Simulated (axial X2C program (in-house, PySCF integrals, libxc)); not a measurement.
# GaNC⁻: bond lengths and stretches, held linear

One table from this session's results is given with a row withheld; the runs are named, their logs left out.

Method: all-electron X2C, two-component (2c) or spin-free, Ga dyall-v3z, N dyall-av3z, C dyall-v3z; program: an in-house X2C program for linear molecules on PySCF integrals.

All values are calculated.

2 further runs of the same task are left out: 2 set aside as unsound or not needed.

The first run:

task.json

```json
{
 "zs": [
  31,
  7,
  6
 ],
 "q": -1,
 "bas": [
  "dyall-v3z",
  "dyall-av3z",
  "dyall-v3z"
 ],
 "r0": [
  1.9,
  1.17
 ],
 "symm": 0,
 "scan": [
  "PBE0",
  "HF",
  "B3LYP"
 ],
 "levels": [
  "PBE0",
  "HF",
  "B3LYP"
 ],
 "nst": 2
}
```

Keys: zs atomic numbers; q charge; bas basis sets; r0 starting distance in Å; symm equal bonds; scan levels of the two-bond scan (MP2 follows by itself at each HF point); levels methods; nst determinants followed.

The run is started by

```
$ python solin.py task.json out
```

Masses Ga 68.926, N 14.003, C 12.000 u.

Among the steps run: Scan at PBE0, 2c; Scan at HF, 2c; Scan at B3LYP, 2c.

One table of the session follows, with a row left open; its other results are not shown here.

| level | r(Ga–N) (Å) | r(N–C) (Å) | lower stretch (cm⁻¹) | upper stretch (cm⁻¹) |
| --- | --- | --- | --- | --- |
| PBE0, 2c | 2.073 | 1.171 | 284.3 | 2127.4 |
| HF, 2c | 2.101 | 1.150 | 270.3 | 2303.3 |
| B3LYP, 2c | 2.111 | 1.171 | 262.4 | 2103.7 |
| MP2, 2c | 2.102 | 1.186 | 272.8 | 2131.3 |
| PBE0, spin-free | ? | ? | ? | ? |
| HF, spin-free | 2.099 | 1.150 | 271.7 | 2303.2 |
| B3LYP, spin-free | 2.109 | 1.171 | 263.8 | 2103.2 |
| MP2, spin-free | 2.100 | 1.186 | 273.9 | 2130.7 |

Estimate the missing values for PBE0, spin-free.

**Answer.** r(Ga–N) (Å): 2.072; r(N–C) (Å): 1.171; lower stretch (cm⁻¹): 285.4; upper stretch (cm⁻¹): 2127.0. In the column «r(Ga–N) (Å)» it is the lowest.

Scans not shown above were run alike.

MP2 freezes inner shells (threshold -2 hartree). For an anion the highest level of a functional can be positive, and the basis then holds the extra electron. The molecule was held linear; bending was not examined, so a bent shape may lie lower. Note: functional without a current term on a determinant with orbital currents, of the molecule or an atom.
